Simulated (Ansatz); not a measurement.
# C2H3AlO: a ladder of functionals and wavefunction methods

An exercise on one series of results from a longer session: the logs are not shown, and one member is left open.

The runs use Ansatz 0.2.0, Gaussian basis; functionals in def2-TZVPP, the program's frozen cores in correlated methods.

Levels to be run: LDA (SPW92), PBE-D4, revPBE-D4, BLYP-D4, r2SCAN-D4, B97M-V, PBE0-D4, B3LYP-D4, r2SCANh-D4, r2SCAN0-D4, HSE06-D4, BHLYP-D4, CAM-B3LYP-D4, LC-ωPBE, ωB97X-V, ωB97M-V, B2PLYP, PBE-QIDH; CCSD(T)/def2-SVP; CCSD(T)/def2-TZVPP; MP2/def2-QZVPP; extrapolation to the limit; RPA on PBE.

## The geometry

All runs share one geometry, relaxed beforehand with PBE0-D4 in a triple-zeta def2 set.

7 atoms, charge 0, spin multiplicity 1.

Atoms are counted from 1 here; the program's logs count them from 0.

Bond lengths: C1–C2 1.351 Å, C1–O4 1.374 Å, C1–H5 1.091 Å, C2–Al3 1.891 Å, C2–H6 1.078 Å, Al3–O4 1.777 Å, Al3–H7 1.576 Å. Angles: C2–C1–O4 116.1°, C2–C1–H5 128.9°, O4–C1–H5 115.0°, C1–C2–Al3 81.0°, C1–C2–H6 124.8°, Al3–C2–H6 154.2°, C2–Al3–O4 78.1°, C2–Al3–H7 152.4°, O4–Al3–H7 129.5°, C1–O4–Al3 84.8°.

The first run:

Contents of in.yaml:

```yaml
crystal:
  periodic: [false, false, false]
  atoms:
    - {symbol: C, position_ang: [-0.736860, 0.412440, -0.408761]}
    - {symbol: C, position_ang: [-0.022471, 0.626234, 0.717675]}
    - {symbol: Al, position_ang: [0.912946, -0.878048, 0.054796]}
    - {symbol: O, position_ang: [-0.335368, -0.645430, -1.187844]}
    - {symbol: H, position_ang: [-1.595273, 0.966472, -0.791079]}
    - {symbol: H, position_ang: [-0.213918, 1.413687, 1.427912]}
    - {symbol: H, position_ang: [2.052144, -1.963457, 0.141601]}
basis:
  gaussian: {orbitals: def2-TZVPP}
hamiltonian: {xc: lda}
output: {orbitals: {seedname: orbitals}}
```

Command:

```
ansatz run in.yaml --threads 2 --pin off --events-out ev --progress --plain --max-ram 4352MiB
```

Among the steps run: LDA; PBE-D4 (GGA); revPBE-D4 (GGA); BLYP-D4 (GGA); r2SCAN-D4 (meta-GGA); B97M-V (meta-GGA); PBE0-D4 (hybrid); B3LYP-D4 (hybrid); r2SCANh-D4 (hybrid); r2SCAN0-D4 (hybrid); HSE06-D4 (hybrid); BHLYP-D4 (hybrid); CAM-B3LYP-D4 (range-separated); LC-ωPBE (range-separated); ωB97X-V (range-separated); ωB97M-V (range-separated); B2PLYP (double hybrid); PBE-QIDH (double hybrid).

One table of the session follows, with a row left open; its other results are not shown here.

```
  functional  HOMO (eV)  LUMO (eV)  gap (eV)
 LDA (SPW92)      -5.60      -2.44      3.16
      PBE-D4      -5.40      -2.18      3.21
   revPBE-D4      -5.32      -2.08      3.25
     BLYP-D4      -5.24      -2.09      3.16
   r2SCAN-D4      -5.60      -1.87      3.73
      B97M-V          ?          ?         ?
     PBE0-D4      -6.57      -1.35      5.22
    B3LYP-D4      -6.34      -1.59      4.76
  r2SCANh-D4      -6.05      -1.58      4.47
  r2SCAN0-D4      -6.72      -1.16      5.56
    HSE06-D4      -6.17      -1.72      4.45
    BHLYP-D4      -7.60      -0.54      7.07
CAM-B3LYP-D4      -7.89      -0.42      7.47
     LC-ωPBE      -9.24       0.70      9.94
     ωB97X-V      -8.87       0.59      9.47
     ωB97M-V      -8.80       0.32      9.12
```

Q: Estimate the row for B97M-V from the others.

As computed: HOMO (eV): -5.63; LUMO (eV): -2.00; gap (eV): 3.63. In the column «HOMO (eV)» it lies between r2SCANh-D4 (-6.05) and LDA (SPW92) (-5.60).
